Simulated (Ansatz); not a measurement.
Relaxation of a periodic cell of 17 atoms, Si (host Si, host structure diamond, interstitial Si), to a largest force component of 0.03 eV/Å in at most 60 steps.

Method: DFT LDA, scalar-relativistic, plane waves, PAW in Ansatz 0.2.0. Settings: PAW set soft_1, cutoff 420 eV, k mesh 2x2x2, gaussian smearing 0.05 eV, no spin polarisation.

```xyz
17
Lattice="0.0000 5.4300 5.4300 5.4300 0.0000 5.4300 5.4300 5.4300 0.0000" Properties=species:S:1:pos:R:3
Si 0.000 0.000 0.000
Si 1.357 1.357 1.357
Si 2.715 2.715 0.000
Si 4.072 4.072 1.357
Si 2.715 0.000 2.715
Si 4.072 1.357 4.072
Si 5.430 2.715 2.715
Si 6.787 4.072 4.072
Si 0.000 2.715 2.715
Si 1.357 4.072 4.072
Si 2.715 5.430 2.715
Si 4.072 6.787 4.072
Si 2.715 2.715 5.430
Si 4.072 4.072 6.787
Si 5.430 5.430 5.430
Si 6.787 6.787 6.787
Si 8.101 8.141 8.114
```

Question: Where does it end, and by what steps?

Answer: The run converged. The force dipped under the threshold on the way, but the program's further checks kept it going. Limits of this set-up: PAW files made for another functional, a small cell, in which the defect meets its images. After 3 steps the energy has fallen by 0.115 eV; Si17 moved furthest, 0.05 Å.

```json
{"step": "0", "energy less start (eV)": "0.0000", "largest force component (eV/Å)": "0.631", "accepted": "yes"}
{"step": "1", "energy less start (eV)": "-0.0995", "largest force component (eV/Å)": "0.236", "accepted": "yes"}
{"step": "2", "energy less start (eV)": "-0.1153", "largest force component (eV/Å)": "0.024", "accepted": "yes"}
{"step": "3", "energy less start (eV)": "-0.1153", "largest force component (eV/Å)": "0.024", "accepted": "yes"}
```

```xyz
17
Lattice="0.0000 5.4300 5.4300 5.4300 0.0000 5.4300 5.4300 5.4300 0.0000" Properties=species:S:1:pos:R:3
Si 0.000 0.000 0.000
Si 1.353 1.354 1.353
Si 2.713 2.716 0.033
Si 4.075 4.076 1.352
Si 2.714 0.034 2.715
Si 4.076 1.352 4.076
Si 5.393 2.714 2.713
Si 6.764 4.093 4.092
Si 0.033 2.716 2.713
Si 1.352 4.076 4.075
Si 2.712 5.396 2.712
Si 4.088 6.770 4.089
Si 2.713 2.713 5.394
Si 4.091 4.092 6.766
Si 5.424 5.430 5.426
Si 6.762 6.764 6.763
Si 8.139 8.145 8.141
```

Whether the end is a true minimum wasn't checked by a vibrational analysis.

Run time: 17 s on 1 thread of Arm Neoverse V1, with other jobs on the host, peak memory 0.45 GiB.
